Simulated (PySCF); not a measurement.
# C3H12AlN (SMILES C[N+](C)(C)[AlH3-]) at 6 levels

Wanted: a comparison of 6 runs (CAM-B3LYP/6-31G*, M06-L/6-31G*, PBE/6-31G*, TPSS/6-31G*, r2SCAN/6-31G*, revPBE/6-31G*) of C3H12AlN. The job is set up through a Python script.

The results are computed with PySCF 2.14.0.

### Step 1. The molecule

The species is C3H12AlN (17 atoms), meant as a singlet with charge 0. As SMILES, `C[N+](C)(C)[AlH3-]`. Geometry: relaxed at PBE0-D4/def2-TZVP.

Bond lengths: C1–N2 1.467 Å, N2–C3 1.467 Å, N2–C4 1.467 Å, N2–Al5 2.053 Å, C1–H6 1.090 Å, C1–H7 1.096 Å, C1–H8 1.090 Å, C3–H9 1.090 Å, C3–H10 1.090 Å, C3–H11 1.096 Å, C4–H12 1.090 Å, C4–H13 1.096 Å, C4–H14 1.090 Å, Al5–H15 1.606 Å, Al5–H16 1.606 Å, Al5–H17 1.606 Å. Some angles: C1–N2–C3 110.1°, C1–N2–C4 110.1°, C1–N2–Al5 108.8°, C3–N2–C4 110.1°, C3–N2–Al5 108.8°, C4–N2–Al5 108.8°, N2–C1–H6 109.2°, N2–C1–H7 110.6°, N2–C1–H8 109.2°, N2–C3–H9 109.2°.

### Step 2. The energy at CAM-B3LYP/6-31G(d) (spherical functions) (run 1)

Contents of job.py:

```python
from pyscf import gto, dft

mol = gto.Mole()
mol.atom = [
    ('C', (-0.410030, 0.333490, -1.422360)),
    ('N', (0.091540, -0.040900, -0.095470)),
    ('C', (1.374430, 0.621560, 0.164800)),
    ('C', (0.248370, -1.496930, -0.007280)),
    ('Al', (-1.266110, 0.565730, 1.320390)),
    ('H', (-0.544290, 1.414480, -1.463590)),
    ('H', (0.293440, 0.022320, -2.203250)),
    ('H', (-1.374660, -0.145770, -1.589950)),
    ('H', (1.721230, 0.353090, 1.162760)),
    ('H', (1.236220, 1.701960, 0.121050)),
    ('H', (2.123090, 0.318450, -0.576240)),
    ('H', (0.596680, -1.760740, 0.991400)),
    ('H', (0.969260, -1.853650, -0.751970)),
    ('H', (-0.717070, -1.973220, -0.178530)),
    ('H', (-1.270920, 2.146180, 1.036030)),
    ('H', (-2.552060, -0.268800, 0.842230)),
    ('H', (-0.519120, 0.062750, 2.649950)),
]
mol.verbose = 4
mol.basis = '6-31g*'
mol.max_memory = 1860
mol.spin = 0
mol.build()

myscf = dft.RKS(mol, xc='cam-b3lyp')
myscf.conv_tol = 1e-10
myscf.grids.level = 5
myscf.kernel()
if not myscf.converged:
    myscf = myscf.newton().run(myscf.mo_coeff, myscf.mo_occ)

energy = myscf.e_tot
print('E(%s) = %.9f' % ('CAM-B3LYP', energy))
```

Launch:

```console
$ OMP_NUM_THREADS=1 python job.py
```

Output:

```text
PySCF version 2.14.0

[... 83 lines left out ...]
converged SCF energy = -418.594020345144
E(CAM-B3LYP) = -418.594020345
```

Wall time 62 s (1 thread of Intel Xeon at 2.70GHz, shared host); peak memory 0.52 GiB.

### Step 3. A single-point energy at M06-L/6-31G(d) (spherical functions) (run 2)

Contents of run.py:

```python
from pyscf import gto, dft

mol = gto.M(
    atom='''
C     -0.410030     0.333490    -1.422360
N      0.091540    -0.040900    -0.095470
C      1.374430     0.621560     0.164800
C      0.248370    -1.496930    -0.007280
Al    -1.266110     0.565730     1.320390
H     -0.544290     1.414480    -1.463590
H      0.293440     0.022320    -2.203250
H     -1.374660    -0.145770    -1.589950
H      1.721230     0.353090     1.162760
H      1.236220     1.701960     0.121050
H      2.123090     0.318450    -0.576240
H      0.596680    -1.760740     0.991400
H      0.969260    -1.853650    -0.751970
H     -0.717070    -1.973220    -0.178530
H     -1.270920     2.146180     1.036030
H     -2.552060    -0.268800     0.842230
H     -0.519120     0.062750     2.649950
''',
    basis='6-31g*',
    charge=0,
    verbose=3,
    max_memory=1860,
)

mf = dft.RKS(mol)
mf.xc = 'm06-l'
mf.grids.level = 5
mf.conv_tol = 1e-10
mf.kernel()
if not mf.converged:
    mf = mf.newton().run(mf.mo_coeff, mf.mo_occ)

energy = mf.e_tot
print('Final energy', energy)
```

Launch:

```console
$ OMP_NUM_THREADS=1 python run.py
```

Output:

```text
converged SCF energy = -418.66147462506
Final energy -418.6614746250598
```

It took 76 s on 1 thread of Intel Xeon at 2.70GHz, shared host; peak memory 0.57 GiB.

### Step 4. The energy at PBE/6-31G(d) (spherical functions) (run 3)

Contents of job.py:

```python
from pyscf import gto, dft

mol = gto.Mole()
mol.atom = '''
C     -0.774844     0.630205    -2.687871
N      0.172986    -0.077290    -0.180412
C      2.597296     1.174578     0.311427
C      0.469351    -2.828788    -0.013757
Al    -2.392601     1.069075     2.495175
H     -1.028559     2.672980    -2.765784
H      0.554521     0.042179    -4.163539
H     -2.597731    -0.275465    -3.004570
H      3.252653     0.667243     2.197298
H      2.336117     3.216238     0.228751
H      4.012059     0.601783    -1.088936
H      1.127562    -3.327316     1.873474
H      1.831636    -3.502891    -1.421017
H     -1.355066    -3.728845    -0.337373
H     -2.401691     4.055692     1.957813
H     -4.822694    -0.507958     1.591584
H     -0.980995     0.118580     5.007680
'''
mol.basis = '6-31g*'
mol.max_memory = 1860
mol.unit = 'bohr'
mol.verbose = 3
mol.charge = 0
mol.build()

myscf = dft.RKS(mol, xc='pbe')
myscf.conv_tol = 1e-10
myscf.grids.level = 5
myscf.kernel()
if not myscf.converged:
    myscf = myscf.newton().run(myscf.mo_coeff, myscf.mo_occ)

etot = myscf.e_tot
print(f'total energy: {etot:.8f} hartree')
```

Launch:

```console
$ OMP_NUM_THREADS=1 python job.py
```

Output:

```text
converged SCF energy = -418.293575697724
total energy: -418.29357570 hartree
```

Run time: 45 s. Hardware: 1 thread of Intel Xeon at 2.70GHz, shared host; peak memory 0.52 GiB.

Runs 4 to 5 aren't shown in full; the table further down has their settings and results.

### Step 5. The energy at revPBE/6-31G(d) (spherical functions) (run 6)

Contents of calc.py:

```python
from pyscf import gto, dft

mol = gto.M(
    atom=[
    ('C', (-0.410030, 0.333490, -1.422360)),
    ('N', (0.091540, -0.040900, -0.095470)),
    ('C', (1.374430, 0.621560, 0.164800)),
    ('C', (0.248370, -1.496930, -0.007280)),
    ('Al', (-1.266110, 0.565730, 1.320390)),
    ('H', (-0.544290, 1.414480, -1.463590)),
    ('H', (0.293440, 0.022320, -2.203250)),
    ('H', (-1.374660, -0.145770, -1.589950)),
    ('H', (1.721230, 0.353090, 1.162760)),
    ('H', (1.236220, 1.701960, 0.121050)),
    ('H', (2.123090, 0.318450, -0.576240)),
    ('H', (0.596680, -1.760740, 0.991400)),
    ('H', (0.969260, -1.853650, -0.751970)),
    ('H', (-0.717070, -1.973220, -0.178530)),
    ('H', (-1.270920, 2.146180, 1.036030)),
    ('H', (-2.552060, -0.268800, 0.842230)),
    ('H', (-0.519120, 0.062750, 2.649950)),
],
    spin=0,
    max_memory=1860,
    basis='6-31g*',
    verbose=3,
)

mf = dft.RKS(mol, xc='revpbe')
mf.conv_tol = 1e-10
mf.grids.level = 5
mf.kernel()
if not mf.converged:
    mf = mf.newton().run(mf.mo_coeff, mf.mo_occ)

energy = mf.e_tot
print('E = %.10f Eh' % energy)
```

Launch:

```console
$ OMP_NUM_THREADS=1 python calc.py
```

Output:

```text
converged SCF energy = -418.570339693113
E = -418.5703396931 Eh
```

Wall time 42 s (1 thread of Intel Xeon at 2.70GHz, shared host); peak memory 0.52 GiB.

### Step 6. All runs side by side

```
run                                   level  energy (Eh)  dipole moment (D)  HOMO energy (eV)  LUMO energy (eV)  wall time
  1  CAM-B3LYP/6-31G* (spherical functions)  -418.594020               5.42             -8.63              1.84       62 s
  2      M06-L/6-31G* (spherical functions)  -418.661475               5.24             -6.39              0.54       76 s
  3        PBE/6-31G* (spherical functions)  -418.293576               5.36             -5.99              0.04       45 s
  4       TPSS/6-31G* (spherical functions)  -418.754168               5.40             -6.27              0.26       66 s
  5     r2SCAN/6-31G* (spherical functions)  -418.547769               5.41             -6.31              0.47       84 s
  6     revPBE/6-31G* (spherical functions)  -418.570340               5.38             -5.96              0.17       42 s
```

### Step 7. Results

```
            quantity          value
 run 6: total energy  -418.57034 Eh
run 6: dipole moment         5.38 D
  run 6: HOMO energy       -5.96 eV
  run 6: LUMO energy        0.17 eV
run 6: HOMO–LUMO gap        6.13 eV
```

The dipole moment (its size) runs from 5.24 D (M06-L/6-31G*) to 5.42 D (CAM-B3LYP/6-31G*). The HOMO–LUMO gap runs from 6.03 eV (PBE/6-31G*) to 10.48 eV (CAM-B3LYP/6-31G*). Totals of different functionals can't be ranked against each other. All runs together took 6.2 min, the longest 84 s.
